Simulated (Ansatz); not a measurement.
**Cl2FH3OSi2: one species, many methods**

The task here is to estimate one member of a computed series from the others.

Method: functionals in def2-TZVPP, the program's frozen cores in correlated methods; program: Ansatz 0.2.0, Gaussian basis.

The runs, in order: LDA (SPW92), PBE-D4, revPBE-D4, BLYP-D4, r2SCAN-D4, B97M-V, PBE0-D4, B3LYP-D4, r2SCANh-D4, r2SCAN0-D4, HSE06-D4, BHLYP-D4, CAM-B3LYP-D4, LC-ωPBE, ωB97X-V, ωB97M-V, B2PLYP, PBE-QIDH; CCSD(T)/def2-SVP; CCSD(T)/def2-TZVPP; MP2/def2-QZVPP; extrapolation to the limit; RPA on PBE.

## The geometry

The geometry comes from an earlier relaxation with PBE0-D4 in a triple-zeta def2 set; it is a stationary point, not always the lowest conformer.

SMILES `O[Si@H](Cl)[Si@H](F)Cl`, 9 atoms, charge 0, spin multiplicity 1.

Atoms are counted from 1 here; the program's logs count them from 0.

Bond lengths: O1–Si2 1.635 Å, O1–H7 0.960 Å, Si2–Cl3 2.054 Å, Si2–Si4 2.348 Å, Si2–H8 1.478 Å, Si4–F5 1.593 Å, Si4–Cl6 2.054 Å, Si4–H9 1.481 Å. Angles: Si2–O1–H7 117.6°, O1–Si2–Cl3 112.1°, O1–Si2–Si4 109.0°, O1–Si2–H8 106.1°, Cl3–Si2–Si4 105.6°, Cl3–Si2–H8 108.5°, Si4–Si2–H8 115.7°, Si2–Si4–F5 111.6°, Si2–Si4–Cl6 104.9°, Si2–Si4–H9 116.7°, F5–Si4–Cl6 108.6°, F5–Si4–H9 107.4°, Cl6–Si4–H9 107.4°.

The first run:

File in.yaml:

```yaml
crystal:
  periodic: [false, false, false]
  atoms:
    - {symbol: O, position_ang: [-0.993191, 1.699581, 0.460124]}
    - {symbol: Si, position_ang: [0.433829, 0.902397, 0.410349]}
    - {symbol: Cl, position_ang: [1.643452, 1.576524, -1.107053]}
    - {symbol: Si, position_ang: [0.028624, -1.361645, -0.063509]}
    - {symbol: F, position_ang: [1.349350, -2.103470, -0.556377]}
    - {symbol: Cl, position_ang: [-1.326436, -1.343647, -1.607669]}
    - {symbol: H, position_ang: [-1.594541, 1.582904, -0.279327]}
    - {symbol: H, position_ang: [1.102489, 1.177513, 1.698954]}
    - {symbol: H, position_ang: [-0.555075, -2.176357, 1.027308]}
basis:
  gaussian: {orbitals: def2-TZVPP}
hamiltonian: {xc: lda}
output: {orbitals: {seedname: orbitals}}
```

Run with:

```bash
ansatz run in.yaml --threads 4 --pin off --events-out ev --progress --plain --max-ram 10444MiB
```

Steps of the session up to this table: LDA; PBE-D4 (GGA); revPBE-D4 (GGA); BLYP-D4 (GGA); r2SCAN-D4 (meta-GGA); B97M-V (meta-GGA); B3LYP-D4 (hybrid); r2SCANh-D4 (hybrid); r2SCAN0-D4 (hybrid); HSE06-D4 (hybrid); BHLYP-D4 (hybrid); CAM-B3LYP-D4 (range-separated); LC-ωPBE (range-separated); ωB97X-V (range-separated); ωB97M-V (range-separated); B2PLYP (double hybrid); PBE-QIDH (double hybrid).

One of the session's tables, all rows but one given; the rest of the session is left out.

It belongs to the step «Orbital energies across the functionals». 

| functional | HOMO (eV) | gap (eV) |
| --- | --- | --- |
| LDA (SPW92) | -7.04 | 4.90 |
| PBE-D4 | -6.94 | 5.07 |
| revPBE-D4 | -6.89 | 5.14 |
| BLYP-D4 | -6.84 | 5.15 |
| r2SCAN-D4 | -7.25 | 5.65 |
| B97M-V | -7.33 | 5.61 |
| PBE0-D4 | -8.21 | 7.17 |
| B3LYP-D4 | -8.02 | 6.82 |
| r2SCANh-D4 | -7.71 | 6.40 |
| r2SCAN0-D4 | -8.41 | 7.53 |
| HSE06-D4 | -7.81 | 6.40 |
| BHLYP-D4 | ? | ? |
| CAM-B3LYP-D4 | -9.54 | 9.56 |
| LC-ωPBE | -10.82 | 11.97 |
| ωB97X-V | -10.50 | 11.53 |
| ωB97M-V | -10.25 | 11.02 |

Estimate the missing values for BHLYP-D4.

Worked estimate for «HOMO (eV)». Against the share of exact exchange, BLYP-D4 (0, -6.84), B3LYP-D4 (0.2, -8.02) give a slope of -5.90 per unit share; at 0.5 the line stands at -9.79.

**Answer.** HOMO (eV): -9.41; gap (eV): 9.31. In «HOMO (eV)» the line misses by -0.38.
